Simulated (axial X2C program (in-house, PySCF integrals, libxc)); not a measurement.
# BrCl⁺: bond curves with and without spin–orbit coupling

Aim: find the lowest determinant of BrCl⁺, scan the bond at several levels and fit the constants, once spin-free and once with spin–orbit coupling.

Method: all-electron X2C, Br dyall-cv3z, Cl dyall-av3z; program: an in-house X2C program for linear molecules on PySCF integrals.

All values are calculated.

### 1 The job

File task.json:

```json
{"zs": [35, 17], "q": 1, "bas": ["dyall-cv3z", "dyall-av3z"], "levels": ["PBE0", "HF", "PBE50"], "cc": true, "r0": 2.13, "thr": -2.0, "nmax": 90, "npts": 10, "nst": 2, "ntry": 6}
```

Keys: zs atomic numbers; q charge; bas basis sets; levels methods (HF also brings MP2); cc coupled cluster on or off; r0 starting distance in Å; thr threshold in hartree for freezing inner shells (an s shell follows its p shell); nmax most natural virtual spinors; npts points asked for on the curve; nst determinants followed; ntry starts of the search.

Launch:

```sh
$ python so2c.py task.json out
```

Spin-free means the one-electron spin-free X2C Hamiltonian; two-component (2c) means X2C with spin–orbit coupling and atomic mean-field two-electron Coulomb and Gaunt terms. Basis: Br dyall-cv3z contracted to [8s9p6d4f1g], Cl dyall-av3z contracted to [9s8p3d2f]; Gaussian nuclei, density fitting. Masses: Br 78.918 u, Cl 34.969 u.

Notation: σ, π±, δ± give the projection m of an orbital's angular momentum (0, ±1, ±2), α and β its spin, Λ and M_S the sums; ω is the projection of a spinor's total angular momentum and Ω the sum. Logs are in hartree.

The results follow Hamiltonian by Hamiltonian and level by level.

### 2 Which state to follow

PBE0 moves the distance from 2.130 Å to 2.050 Å and compares determinants there.

Spin-free determinants:

```csv
ΔE (eV),state,open shells
0.00,"M_S = 1/2, Λ = 1","beyond closed shells: π+α, π+β, π-α"
2.63,"M_S = 3/2, Λ = 0","beyond closed shells: σα, π+α, π-α"
3.19,"M_S = 1/2, Λ = 0","beyond closed shells: σβ, π+α, π-α"
3.65,"M_S = 1/2, Λ = 0","beyond closed shells: σα, π+β, π-α"
3.65,"M_S = 1/2, Λ = 2","beyond closed shells: σα, π+α, π+β"
4.71,"M_S = 1/2, Λ = 0",beyond closed shells: σα
5.08,"M_S = 3/2, Λ = 2","beyond closed shells: σα, 2 × π+α, 2 × π+β, 2 × π-α"
```

Two-component determinants:

| ΔE (eV) | state | open shells |
| --- | --- | --- |
| 0.00 | Ω = 3/2 | excess of +ω over −ω: ω = 3/2 |
| 0.26 | Ω = 1/2 | excess of +ω over −ω: ω = 1/2 |
| 3.32 | Ω = 1/2 | excess of +ω over −ω: 2 × ω = -1/2, ω = 3/2 |
| 3.54 | Ω = 1/2 | excess of +ω over −ω: ω = 1/2 |
| 3.77 | Ω = 5/2 | excess of +ω over −ω: 2 × ω = 1/2, ω = 3/2 |
| 5.01 | Ω = 7/2 | excess of +ω over −ω: ω = 1/2, 2 × ω = 3/2 |
| 5.58 | Ω = 5/2 | excess of +ω over −ω: ω = -1/2, 2 × ω = 3/2 |

### 3 PBE0, spin-free

State followed: M_S = 1/2, Λ = 1 (beyond closed shells: π+α, π+β, π-α). The scan is laid around 2.050 Å, a first estimate of the minimum, and this SCF restarts from the orbitals of the search.

Output at 2.050 Å:

```text
spin-free X2C-1e  PBE0
basis functions 164  fitting functions 884  grid points 5077
iter        total energy     max residual
   1      -3067.133601997     8.90e-05
   2      -3067.133602030     1.09e-04
   3      -3067.133602087     4.34e-05
   4      -3067.133602097     2.19e-05
   5      -3067.133602100     4.35e-06
converged
one-electron -4550.00596905  Coulomb 1449.86762902  exact exchange -29.61864670  xc functional -90.96707415  nuclear repulsion 153.59045878
```

Along the bond, energies from the lowest point:

| R (Å) | E (eV) | μ (D) | HOMO (eV) | LUMO (eV) | iterations |
| --- | --- | --- | --- | --- | --- |
| 1.784 | 1.3213 | 0.72 | -15.12 | -12.83 | 23 |
| 1.865 | 0.5402 | 0.67 | -15.33 | -13.05 | 19 |
| 1.927 | 0.2109 | 0.64 | -15.46 | -13.20 | 16 |
| 1.988 | 0.0440 | 0.62 | -15.59 | -13.33 | 14 |
| 2.050 | 0.0000 | 0.60 | -15.70 | -13.45 | 5 |
| 2.122 | 0.0635 | 0.58 | -15.81 | -13.58 | 17 |
| 2.193 | 0.2155 | 0.56 | -15.91 | -13.69 | 15 |
| 2.286 | 0.4964 | 0.55 | -16.01 | -13.81 | 16 |
| 2.398 | 0.9141 | 0.53 | -16.11 | -13.93 | 18 |
| 2.562 | 1.5680 | 0.43 | -16.20 | -14.05 | 20 |

Dipoles are positive if Cl is the positive end and refer to the centre of mass.

Outer orbitals at the reference distance:

| symmetry | occupied | ε (eV) | atomic character |
| --- | --- | --- | --- |
| σα | yes | -34.22 | 47% Cl s, 36% Br s, 6% Cl p |
| σβ | yes | -33.70 | 48% Cl s, 34% Br s, 7% Cl p |
| σα | yes | -29.69 | 42% Br s, 40% Cl s, 7% Cl p |
| σβ | yes | -28.84 | 43% Br s, 39% Cl s, 7% Cl p |
| σα | yes | -20.81 | 48% Cl p, 40% Br p, 6% Cl s |
| σβ | yes | -20.53 | 47% Cl p, 39% Br p, 6% Cl s |
| π+α | yes | -19.31 | 56% Cl p, 40% Br p, 2% Cl d |
| π-α | yes | -19.31 | 56% Cl p, 40% Br p, 2% Cl d |
| π+β | yes | -18.78 | 58% Cl p, 37% Br p, 2% Cl d |
| π-β | yes | -18.15 | 59% Cl p, 36% Br p, 3% Cl d |
| π+α | yes | -16.41 | 52% Br p, 42% Cl p, 3% Cl d |
| π-α | yes | -16.41 | 52% Br p, 42% Cl p, 3% Cl d |
| π+β | yes | -15.70 | 54% Br p, 39% Cl p, 3% Cl d |
| π-β | no | -13.45 | 55% Br p, 38% Cl p, 4% Cl d |
| σα | no | -10.42 | 39% Br p, 33% Cl p, 11% Br d |
| σβ | no | -10.14 | 39% Br p, 33% Cl p, 11% Br d |
| σα | no | -4.52 | 64% Cl s, 11% Cl p, 10% Cl d |

PBE0 fields in the half plane through the axis: z from -2.4 to 4.2 Å across, distance from the axis 0.15 to 2.25 Å upwards; Br lies at z = 0 and Cl at z = 2.050 Å; the ELF is damped to zero where the density is low.

log10 density (e/bohr³). Ten even steps from '0' (-5.33 ) to '9' (1.44 ):
```
00112222222222222221100
01122333333333333322110
01223344444444444433211
11234455555445555443221
12334556665555665544321
12345566666666666654332
12345667876666777655432
12345678987667897665432
```

ELF. Ten even steps from ' ' (0.00 ) to '@' (0.92 ):
```
                                              
          ..::----::        ........          
        ..--++****++::    ..--++++--::        
      ..--**%%%%%%##==....--**%%%%**==..      
      ..==##@@@@@@%%**----**%%@@@@%%**--      
      ::++%%%%##******++++%%@@@@@@@@##==..    
      ::++##++::==::--**####::..++@@##==..    
      ::++**::%%::%%..**%%--##%%..####==..    
```

Re = 2.046 Å, ωe = 527 cm⁻¹, ωexe = 1.62 cm⁻¹, Be = 0.1663 cm⁻¹, De = 3.32 eV, μ = 0.60 D.

### 4 HF, spin-free

The SCF at the reference distance of 2.050 Å:

```text
spin-free X2C-1e  HF
basis functions 164  fitting functions 884  grid points 5077
iter        total energy     max residual
   1      -3065.022468055     2.34e-01
   2      -3065.045381278     6.94e-03
   3      -3065.046361061     6.24e-03
   4      -3065.046754994     5.27e-03
   5      -3065.047173463     3.37e-03
   6      -3065.047551419     4.00e-03
   7      -3065.047751531     2.86e-03
   8      -3065.047803967     4.92e-04
   9      -3065.047807235     2.64e-04
  10      -3065.047808123     1.58e-04
  11      -3065.047808390     1.06e-04
  12      -3065.047808601     5.96e-05
  13      -3065.047808666     4.24e-05
  14      -3065.047808681     9.51e-06
  15      -3065.047808683     4.16e-06
  16      -3065.047808683     2.23e-06
converged
one-electron -4549.27206782  Coulomb 1449.20154858  exact exchange -118.56774821  xc functional 0.00000000  nuclear repulsion 153.59045878
```

Re = 2.033 Å, ωe = 519 cm⁻¹, ωexe = 3.55 cm⁻¹, Be = 0.1684 cm⁻¹, De = 0.966 eV, μ = -0.07 D.

### 5 PBE50, spin-free

The SCF at the reference distance of 2.050 Å:

```text
spin-free X2C-1e  PBE50
basis functions 164  fitting functions 884  grid points 5077
iter        total energy     max residual
   1      -3067.209407607     8.39e-02
   2      -3067.212451854     3.31e-03
   3      -3067.212515559     2.92e-03
   4      -3067.212542953     6.76e-04
   5      -3067.212549848     3.61e-04
   6      -3067.212552721     2.29e-04
   7      -3067.212552862     1.87e-04
   8      -3067.212553036     2.78e-05
   9      -3067.212553042     2.10e-05
  10      -3067.212553045     4.51e-06
converged
one-electron -4550.09930726  Coulomb 1449.99065324  exact exchange -59.25911411  xc functional -61.43524370  nuclear repulsion 153.59045878
```

Re = 2.018 Å, ωe = 562 cm⁻¹, ωexe = 1.53 cm⁻¹, Be = 0.1708 cm⁻¹, De = 2.92 eV, μ = 0.49 D.

### 6 MP2 and beyond, spin-free

Correlated methods: 13 electrons correlated (frozen shells, counted by type: Br 3 s, 2 p, 1 d; Cl 2 s, 1 p), 211 virtual spinors in MP2, 90 natural virtuals in coupled cluster.

Output of the correlated part at 2.050 Å:

```text
correlated 13  virtual 211  natural virtual 90  E(MP2) -0.343605378  MP2 remainder -0.012301729
iter   CCSD correlation   residual
   1     -0.351190596   1.18e-01
   2     -0.360638133   4.58e-02
   3     -0.362823230   2.40e-02
   4     -0.363179143   1.41e-02
   5     -0.363549908   7.69e-03
   6     -0.363601403   2.66e-03
   7     -0.363617067   7.13e-04
   8     -0.363622210   2.14e-04
   9     -0.363618850   6.94e-05
  10     -0.363619397   2.57e-05
  11     -0.363619250   7.97e-06
  12     -0.363619399   3.08e-06
  13     -0.363619399   1.30e-06
(T) -0.016925050  T1 0.0410  D1 0.1382  max T2 0.096
```

T1 in the output is the amplitude norm over the root of the electron number; divide by √2 for the Lee–Taylor value.

MP2: No constants are quoted: the points don't follow one smooth fit.

CCSD: Re = 2.053 Å, ωe = 522 cm⁻¹, ωexe = 1.81 cm⁻¹, Be = 0.1651 cm⁻¹, De = 2.66 eV. T1 at Re = 0.029 (Lee–Taylor, the printed value over √2).

CCSD(T): Re = 2.061 Å, ωe = 517 cm⁻¹, ωexe = 1.59 cm⁻¹, Be = 0.1637 cm⁻¹, De = 2.87 eV. T1 at Re = 0.030 (Lee–Taylor, the printed value over √2).

### 7 The spin-free curves together

Energy (eV) of the followed determinant, spin-free, from each level's lowest point:

| R (Å) | PBE0 | HF | MP2 | CCSD | CCSD(T) | PBE50 |
| --- | --- | --- | --- | --- | --- | --- |
| 1.784 | 1.321 | 1.230 | 1.290 | n/a | n/a | 1.136 |
| 1.865 | 0.540 | 0.469 | 0.495 | 0.584 | 0.625 | 0.410 |
| 1.927 | 0.211 | 0.163 | 0.164 | 0.238 | 0.265 | 0.123 |
| 1.988 | 0.044 | 0.022 | 0.009 | 0.056 | 0.069 | 0.000 |
| 2.050 | 0.000 | 0.000 | 0.000 | 0.000 | 0.000 | 0.000 |
| 2.122 | 0.064 | 0.075 | 0.129 | 0.052 | 0.038 | 0.115 |
| 2.193 | 0.216 | 0.216 | 0.356 | 0.192 | 0.169 | 0.317 |
| 2.286 | 0.496 | 0.430 | 0.801 | 0.461 | 0.429 | 0.657 |
| 2.398 | 0.914 | 0.641 | 1.403 | n/a | n/a | 1.123 |
| 2.562 | 1.568 | 0.834 | 1.984 | n/a | n/a | 1.725 |

### 8 PBE0, 2c

State followed: Ω = 3/2 (excess of +ω over −ω: ω = 3/2). The scan is laid around 2.050 Å, a first estimate of the minimum, and this SCF restarts from the orbitals of the search.

Output at 2.050 Å:

```text
two-component X2C + atomic mean field  PBE0
basis functions 164  fitting functions 884  grid points 5077
iter        total energy     max residual
   1      -3066.160615407     4.30e-05
   2      -3066.160615417     4.21e-05
   3      -3066.160615434     1.86e-05
   4      -3066.160615436     5.07e-06
converged
one-electron -4547.49124981  Coulomb 1449.35187101  exact exchange -29.60832855  xc functional -90.93480758  nuclear repulsion 153.59045878  atomic mean-field constant -1.06855928
```

Along the bond, energies from the lowest point:

| R (Å) | E (eV) | μ (D) | HOMO (eV) | LUMO (eV) | iterations |
| --- | --- | --- | --- | --- | --- |
| 1.784 | 1.3351 | 0.67 | -15.23 | -12.69 | 23 |
| 1.865 | 0.5494 | 0.61 | -15.44 | -12.91 | 20 |
| 1.927 | 0.2169 | 0.57 | -15.58 | -13.05 | 17 |
| 1.988 | 0.0470 | 0.54 | -15.70 | -13.19 | 15 |
| 2.050 | 0.0000 | 0.51 | -15.81 | -13.31 | 4 |
| 2.122 | 0.0601 | 0.48 | -15.92 | -13.44 | 19 |
| 2.193 | 0.2085 | 0.45 | -16.02 | -13.55 | 16 |
| 2.286 | 0.4843 | 0.42 | -16.12 | -13.67 | 19 |
| 2.398 | 0.8949 | 0.38 | -16.21 | -13.79 | 21 |
| 2.562 | 1.5360 | 0.25 | -16.27 | -13.89 | 26 |

Dipoles are positive if Cl is the positive end and refer to the centre of mass.

Outer spinors at the reference distance:

```json
{"ω": "1/2", "occupied": "yes", "ε (eV)": "-34.19", "atomic character": "46% Cl s, 36% Br s, 6% Cl p", "λ mixture": "100% σ"}
{"ω": "-1/2", "occupied": "yes", "ε (eV)": "-33.68", "atomic character": "48% Cl s, 34% Br s, 7% Cl p", "λ mixture": "100% σ"}
{"ω": "1/2", "occupied": "yes", "ε (eV)": "-29.67", "atomic character": "41% Br s, 41% Cl s, 7% Cl p", "λ mixture": "100% σ"}
{"ω": "-1/2", "occupied": "yes", "ε (eV)": "-28.83", "atomic character": "43% Br s, 39% Cl s, 7% Cl p", "λ mixture": "100% σ"}
{"ω": "1/2", "occupied": "yes", "ε (eV)": "-20.80", "atomic character": "47% Cl p, 41% Br p, 6% Cl s", "λ mixture": "100% σ"}
{"ω": "-1/2", "occupied": "yes", "ε (eV)": "-20.52", "atomic character": "47% Cl p, 40% Br p, 6% Cl s", "λ mixture": "99% σ, 1% π"}
{"ω": "-1/2", "occupied": "yes", "ε (eV)": "-19.38", "atomic character": "52% Cl p, 43% Br p, 2% Cl d", "λ mixture": "99% π, 1% σ"}
{"ω": "3/2", "occupied": "yes", "ε (eV)": "-19.19", "atomic character": "56% Cl p, 39% Br p, 2% Cl d", "λ mixture": "100% π"}
{"ω": "1/2", "occupied": "yes", "ε (eV)": "-18.84", "atomic character": "55% Cl p, 40% Br p, 2% Cl d", "λ mixture": "100% π"}
{"ω": "-3/2", "occupied": "yes", "ε (eV)": "-18.05", "atomic character": "60% Cl p, 34% Br p, 3% Cl d", "λ mixture": "100% π"}
{"ω": "-1/2", "occupied": "yes", "ε (eV)": "-16.52", "atomic character": "48% Br p, 46% Cl p, 3% Cl d", "λ mixture": "100% π"}
{"ω": "3/2", "occupied": "yes", "ε (eV)": "-16.26", "atomic character": "52% Br p, 41% Cl p, 3% Cl d", "λ mixture": "100% π"}
{"ω": "1/2", "occupied": "yes", "ε (eV)": "-15.81", "atomic character": "51% Br p, 43% Cl p, 3% Cl d", "λ mixture": "100% π"}
{"ω": "-3/2", "occupied": "no", "ε (eV)": "-13.31", "atomic character": "56% Br p, 37% Cl p, 4% Cl d", "λ mixture": "100% π"}
{"ω": "1/2", "occupied": "no", "ε (eV)": "-10.39", "atomic character": "38% Br p, 34% Cl p, 11% Br d", "λ mixture": "100% σ"}
{"ω": "-1/2", "occupied": "no", "ε (eV)": "-10.11", "atomic character": "39% Br p, 33% Cl p, 11% Br d", "λ mixture": "100% σ"}
{"ω": "1/2", "occupied": "no", "ε (eV)": "-4.51", "atomic character": "64% Cl s, 12% Cl p, 10% Cl d", "λ mixture": "100% σ"}
```

PBE0 fields in the half plane through the axis: z from -2.4 to 4.2 Å across, distance from the axis 0.15 to 2.25 Å upwards; Br lies at z = 0 and Cl at z = 2.050 Å; the ELF is damped to zero where the density is low.

log10 density (e/bohr³). Ten even steps from '0' (-5.34 ) to '9' (1.44 ):
```
00112222222222222221100
01122333333333333322110
01223344444444444433211
11234455555445555443321
12334556665555665544321
12345566666666666654332
12345667876666777655432
12345678987667897665432
```

ELF. Ten even steps from '0' (0.00 ) to '9' (0.92 ):
```
00000000000000000000000
00000123320000111100000
00001356652001355420000
00013688874113688641000
00014799986336899863000
00025887666558999974100
00025752423677215974100
00025628281683781774100
```

Re = 2.048 Å, ωe = 525 cm⁻¹, ωexe = 1.64 cm⁻¹, Be = 0.1659 cm⁻¹, De = 3.32 eV, μ = 0.51 D.

### 9 HF, 2c

Output at 2.050 Å:

```text
two-component X2C + atomic mean field  HF
basis functions 164  fitting functions 884  grid points 5077
iter        total energy     max residual
   1      -3064.050793492     2.40e-01
   2      -3064.073780838     7.81e-03
   3      -3064.074854234     6.91e-03
   4      -3064.075355322     5.56e-03
   5      -3064.075849934     3.78e-03
   6      -3064.076204676     3.63e-03
   7      -3064.076370695     2.21e-03
   8      -3064.076397735     4.52e-04
   9      -3064.076400426     2.43e-04
  10      -3064.076401243     1.44e-04
  11      -3064.076401605     8.38e-05
  12      -3064.076401835     4.88e-05
  13      -3064.076401925     3.85e-05
  14      -3064.076401944     1.37e-05
  15      -3064.076401948     9.09e-06
  16      -3064.076401950     5.41e-06
  17      -3064.076401950     2.96e-06
converged
one-electron -4546.77539875  Coulomb 1448.70465052  exact exchange -118.52755321  xc functional 0.00000000  nuclear repulsion 153.59045878  atomic mean-field constant -1.06855928
```

Re = 2.037 Å, ωe = 513 cm⁻¹, Be = 0.1676 cm⁻¹, De = 0.936 eV, μ = -0.17 D.

### 10 PBE50, 2c

The SCF at the reference distance of 2.050 Å:

```text
two-component X2C + atomic mean field  PBE50
basis functions 164  fitting functions 884  grid points 5077
iter        total energy     max residual
   1      -3066.236860435     8.60e-02
   2      -3066.239915012     3.30e-03
   3      -3066.239985821     2.93e-03
   4      -3066.240017314     7.52e-04
   5      -3066.240025924     5.44e-04
   6      -3066.240028509     4.77e-04
   7      -3066.240029713     7.10e-05
   8      -3066.240029753     2.94e-05
   9      -3066.240029761     1.07e-05
converged
one-electron -4547.58129329  Coulomb 1449.47192420  exact exchange -59.23871016  xc functional -61.41385000  nuclear repulsion 153.59045878  atomic mean-field constant -1.06855928
```

Re = 2.021 Å, ωe = 559 cm⁻¹, ωexe = 1.63 cm⁻¹, Be = 0.1704 cm⁻¹, De = 2.92 eV, μ = 0.39 D.

### 11 Correlated methods, 2c

Correlated methods: 13 electrons correlated (frozen shells, counted by type: Br 3 s, 2 p, 1 d; Cl 2 s, 1 p), 211 virtual spinors in MP2, 90 natural virtuals in coupled cluster.

Output of the correlated part at 2.050 Å:

```text
correlated 13  virtual 211  natural virtual 90  E(MP2) -0.342539574  MP2 remainder -0.012264839
iter   CCSD correlation   residual
   1     -0.350431472   1.18e-01
   2     -0.359833335   4.57e-02
   3     -0.361998471   2.38e-02
   4     -0.362349570   1.40e-02
   5     -0.362713164   7.54e-03
   6     -0.362762461   2.58e-03
   7     -0.362777184   6.91e-04
   8     -0.362782133   2.13e-04
   9     -0.362778812   7.83e-05
  10     -0.362779353   3.93e-05
  11     -0.362779088   2.16e-05
  12     -0.362779412   1.21e-05
  13     -0.362779346   5.75e-06
  14     -0.362779340   2.51e-06
(T) -0.016760042  T1 0.0405  D1 0.1367  max T2 0.081
```

MP2: No constants are quoted: the points don't follow one smooth fit.

CCSD: Re = 2.055 Å, ωe = 516 cm⁻¹, Be = 0.1647 cm⁻¹, De = 2.57 eV. T1 at Re = 0.029 (Lee–Taylor, the printed value over √2).

CCSD(T): Re = 2.064 Å, ωe = 511 cm⁻¹, Be = 0.1634 cm⁻¹, De = 2.78 eV. T1 at Re = 0.030 (Lee–Taylor, the printed value over √2).

### 12 A higher determinant, 2c

State: Ω = 1/2 (excess of +ω over −ω: ω = 1/2).

Output at the reference distance:

```text
two-component X2C + atomic mean field  PBE0
basis functions 164  fitting functions 884  grid points 5077
iter        total energy     max residual
   1      -3066.151056193     8.10e-05
   2      -3066.151056196     8.08e-05
   3      -3066.151056250     2.27e-05
   4      -3066.151056253     3.99e-06
converged
one-electron -4547.45519821  Coulomb 1449.32199398  exact exchange -29.60728781  xc functional -90.93246371  nuclear repulsion 153.59045878  atomic mean-field constant -1.06855928
```

| R (Å) | E above the lowest PBE0 point (eV) |
| --- | --- |
| 1.784 | 1.592 |
| 1.865 | 0.808 |
| 1.927 | 0.476 |
| 1.988 | 0.307 |
| 2.050 | 0.260 |
| 2.122 | 0.320 |
| 2.193 | 0.469 |
| 2.286 | 0.744 |
| 2.398 | 1.152 |

Re = 2.047 Å, ωe = 524 cm⁻¹, ωexe = 1.65 cm⁻¹, Be = 0.166 cm⁻¹, μ = 0.67 D. Te = 0.26 eV.

### 13 The 2c curves together

Energy (eV) of the followed determinant, 2c, from each level's lowest point:

| R (Å) | PBE0 | HF | MP2 | CCSD | CCSD(T) | PBE50 |
| --- | --- | --- | --- | --- | --- | --- |
| 1.784 | 1.335 | 1.257 | 1.302 | n/a | n/a | 1.152 |
| 1.865 | 0.549 | 0.488 | 0.504 | 0.594 | 0.633 | 0.421 |
| 1.927 | 0.217 | 0.176 | 0.171 | 0.244 | 0.270 | 0.130 |
| 1.988 | 0.047 | 0.029 | 0.015 | 0.059 | 0.072 | 0.004 |
| 2.050 | 0.000 | 0.000 | 0.000 | 0.000 | 0.000 | 0.000 |
| 2.122 | 0.060 | 0.068 | 0.116 | 0.046 | 0.034 | 0.110 |
| 2.193 | 0.208 | 0.205 | 0.330 | 0.180 | 0.159 | 0.307 |
| 2.286 | 0.484 | 0.416 | 0.772 | 0.443 | 0.413 | 0.638 |
| 2.398 | 0.895 | 0.613 | 1.398 | n/a | n/a | 1.093 |
| 2.562 | 1.536 | 0.719 | 1.942 | n/a | n/a | 1.684 |

Time for the job: 2.1 min (1 thread of Arm Neoverse V2, shared host); peak memory 0.8 GiB.

### 14 What came out

Lowest determinant that the search found at its distance, spin-free: M_S = 1/2, Λ = 1 (beyond closed shells: π+α, π+β, π-α).

Lowest determinant that the search found at its distance, 2c: Ω = 3/2 (excess of +ω over −ω: ω = 3/2).

| Hamiltonian | level | Re (Å) | ωe (cm⁻¹) | De (eV) | μ (D) |
| --- | --- | --- | --- | --- | --- |
| spin-free | PBE0 | 2.046 | 527 | 3.32 | 0.60 |
| spin-free | HF | 2.033 | 519 | 0.966 | -0.07 |
| spin-free | CCSD | 2.053 | 522 | 2.66 | n/a |
| spin-free | CCSD(T) | 2.061 | 517 | 2.87 | n/a |
| spin-free | PBE50 | 2.018 | 562 | 2.92 | 0.49 |
| 2c | PBE0 | 2.048 | 525 | 3.32 | 0.51 |
| 2c | HF | 2.037 | 513 | 0.936 | -0.17 |
| 2c | CCSD | 2.055 | 516 | 2.57 | n/a |
| 2c | CCSD(T) | 2.064 | 511 | 2.78 | n/a |
| 2c | PBE50 | 2.021 | 559 | 2.92 | 0.39 |

Dipoles are positive if Cl is the positive end and refer to the centre of mass. No constants: spin-free MP2 (the points don't follow one smooth fit); 2c MP2 (the points don't follow one smooth fit).

Time per point (s) on 1 thread of Arm Neoverse V2, shared host (2c runs; CCSD comes with the CCSD(T) run); the times are rough: PBE0 0.67, HF 0.55, CCSD(T) 5.2, PBE50 0.75.

In words: At CCSD(T), going from spin-free to two-component changes Re by +2 mÅ, ωe by -1.1 %; the spin-free picture holds up (part of it comes from the scalar share of the two-electron terms). De moves by -0.10 eV; both De rest on single-determinant atoms, which can miss part of an open shell's spin–orbit lowering.

De refers to Br+ + Cl, each in the lowest determinant found, which need not be this curve's own limit. Each curve is one determinant whose occupation by symmetry is held fixed; it was picked as the lowest of a PBE0 search that is not exhaustive. De is counted from the lowest determinant-based energies of the atoms at the same level, without counterpoise correction. Density functionals use the spin component along the axis (collinear). CCSD and (T) use frozen natural virtuals with an MP2 correction for the truncation. The spin-free determinant is spin-contaminated at some levels. T1 at Re is 0.030 (Lee–Taylor), above the customary mark of 0.02.
